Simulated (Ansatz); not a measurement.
**HfCH₃+ (quintet): the correlation ladder at a displaced geometry (v1), def2-SVP**

One table from this session's results is given with a row withheld; the runs are named, their logs left out.

The runs use Ansatz 0.2.0, Gaussian basis; def2-SVP, core rule «outside noble gas», up to 5 orbitals frozen.

The runs, in order: UHF; CCSD(T) on ROHF; CCSD(T) on UHF; CISD; CCSDT(Q) on ROHF; CCSDT(Q) on UHF.

20 further runs of the same task are left out: 6 that didn't finish, 14 set aside as unsound or not needed.

### What is computed

The geometry is a PBE0/def2-TZVP stationary point (not a proven minimum) with its atoms shifted at random (size 0.040 Å). No spin-orbit coupling is included. Elements past krypton take def2 core potentials.

5 atoms, charge 1, spin multiplicity 5.

Atoms are counted from 1 here; the program's logs count them from 0.

Bond lengths: Hf1–C2 2.567 Å, C2–H3 1.040 Å, C2–H4 1.072 Å, C2–H5 1.146 Å. Angles: Hf1–C2–H3 100.2°, Hf1–C2–H4 93.5°, Hf1–C2–H5 91.6°, H3–C2–H4 121.3°, H3–C2–H5 116.0°, H4–C2–H5 120.3°.

Set-up of the first run:

File in.yaml:

```yaml
crystal:
  periodic: [false, false, false]
  atoms:
    - {symbol: Hf, position_ang: [-0.200670, -0.008677, 0.001598]}
    - {symbol: C, position_ang: [2.363790, 0.097212, -0.010936]}
    - {symbol: H, position_ang: [2.590104, -0.917478, -0.051669]}
    - {symbol: H, position_ang: [2.410681, 0.641478, 0.911612]}
    - {symbol: H, position_ang: [2.367452, 0.654238, -1.012678]}
basis:
  gaussian: {orbitals: def2-SVP}
total_charge: 1
magnetization: {spin_polarized: true, initial_magnetization: 4}
hamiltonian: {xc: hf}
output: {orbitals: {seedname: orbitals}}
```

Command:

```sh
$ ansatz run in.yaml --threads 1 --pin off --events-out ev --progress --plain --max-ram 2393MiB
```

Among the steps run: UHF; CCSD(T) on ROHF; CCSD(T) on UHF; CISD; CCSDT(Q) on ROHF; CCSDT(Q) on UHF.

One table of the session follows, with a row left open; its other results are not shown here.

| method | from RCCSDT(Q) (meV) |
| --- | --- |
| ROHF | +4771.8 |
| UHF | +4574.2 |
| RMP2 | +804.1 |
| UMP2 | ? |
| CISD | +324.3 |
| RCCSD | +112.7 |
| UCCSD | +18.9 |
| RCCSD(T) | +20.6 |
| UCCSD(T) | -71.5 |
| RCCSDT | +3.6 |
| UCCSDT | -86.5 |
| RCCSDT(Q) | 0 |
| UCCSDT(Q) | -89.9 |

**Question.** Estimate the row for UMP2.

**Answer.** from RCCSDT(Q) (meV): +713.1. In the column «from RCCSDT(Q) (meV)» it lies between CISD (+324.3) and RMP2 (+804.1).

Limits of these values: Restricted and unrestricted rows rest on different reference determinants; where their highest levels disagree by more than a few hundredths of an eV, they describe different states and don't form one ladder.
